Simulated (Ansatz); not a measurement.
# CH9NSi2: basis-set convergence

Aim: see how fast density functionals converge with the basis set for CH9NSi2.

The runs use Ansatz 0.2.0, Gaussian basis; one geometry, several basis sets.

The runs, in order: PBE0-D4/def2-SVP; ωB97M-V/def2-SVP; PBE0-D4/def2-QZVPP; ωB97M-V/def2-QZVPP; the functionals' def2-TZVPP values are taken from earlier runs.

## 1. The relaxed structure

An earlier PBE0-D4 in a triple-zeta def2 set relaxation fixed the geometry.

SMILES `NC([SiH3])[SiH3]`, 13 atoms, charge 0, spin multiplicity 1.

Atoms are counted from 1 here; the program's logs count them from 0.

Bond lengths: N1–C2 1.473 Å, N1–H5 1.013 Å, N1–H6 1.014 Å, C2–Si3 1.888 Å, C2–Si4 1.883 Å, C2–H7 1.098 Å, Si3–H8 1.489 Å, Si3–H9 1.491 Å, Si3–H10 1.490 Å, Si4–H11 1.485 Å, Si4–H12 1.489 Å, Si4–H13 1.488 Å. Angles: C2–N1–H5 110.7°, C2–N1–H6 111.2°, H5–N1–H6 106.8°, N1–C2–Si3 113.1°, N1–C2–Si4 108.6°, N1–C2–H7 108.3°, Si3–C2–Si4 113.5°, Si3–C2–H7 107.9°, Si4–C2–H7 104.9°, C2–Si3–H8 113.0°, C2–Si3–H9 108.7°, C2–Si3–H10 109.1°, H8–Si3–H9 109.0°, H8–Si3–H10 109.0°, H9–Si3–H10 108.0°, C2–Si4–H11 111.1°, C2–Si4–H12 108.7°, C2–Si4–H13 110.0° and more.

## 2. PBE0-D4 in def2-SVP

in.yaml reads:

```yaml
crystal:
  periodic: [false, false, false]
  atoms:
    - {symbol: N, position_ang: [0.428071, 1.407129, -0.816894]}
    - {symbol: C, position_ang: [-0.383609, 0.379770, -0.142421]}
    - {symbol: Si, position_ang: [0.157964, 0.056945, 1.637381]}
    - {symbol: Si, position_ang: [-0.402938, -1.167991, -1.214652]}
    - {symbol: H, position_ang: [1.388315, 1.098697, -0.915049]}
    - {symbol: H, position_ang: [0.449372, 2.268037, -0.281987]}
    - {symbol: H, position_ang: [-1.426423, 0.722766, -0.121365]}
    - {symbol: H, position_ang: [-0.753356, -0.868852, 2.365188]}
    - {symbol: H, position_ang: [0.208796, 1.357766, 2.363813]}
    - {symbol: H, position_ang: [1.531046, -0.520438, 1.632427]}
    - {symbol: H, position_ang: [-1.065802, -0.907779, -2.518292]}
    - {symbol: H, position_ang: [1.002209, -1.593110, -1.465805]}
    - {symbol: H, position_ang: [-1.113348, -2.267642, -0.507444]}
basis:
  gaussian: {orbitals: def2-SVP}
hamiltonian: {xc: pbe0, dispersion: d4}
output: {orbitals: {seedname: orbitals}}
```

Command:

```
$ ansatz run in.yaml --threads 4 --pin off --events-out ev --progress --plain --max-ram 10444MiB
```

Further steps of the session: ωB97M-V in def2-SVP; PBE0-D4 in def2-QZVPP; ωB97M-V in def2-QZVPP.

Q: Predict the results of all the runs planned. Wanted: PBE0-D4: double and triple zeta above quadruple; ωB97M-V: double and triple zeta above quadruple.

**Answer**, as computed:

```
                                       quantity          value
PBE0-D4: double and triple zeta above quadruple  9.26, 0.70 eV
ωB97M-V: double and triple zeta above quadruple  9.44, 0.66 eV
```

What this shows: For PBE0-D4 the step from double to triple zeta gains 8.56 eV and the next only 0.70 eV. These are total energies; as a rule much of such shifts cancels in differences, which this series doesn't test. The LUMO of ωB97M-V is positive and keeps falling with the basis (2.43 to 1.41 eV): an unbound level that the basis holds in place.
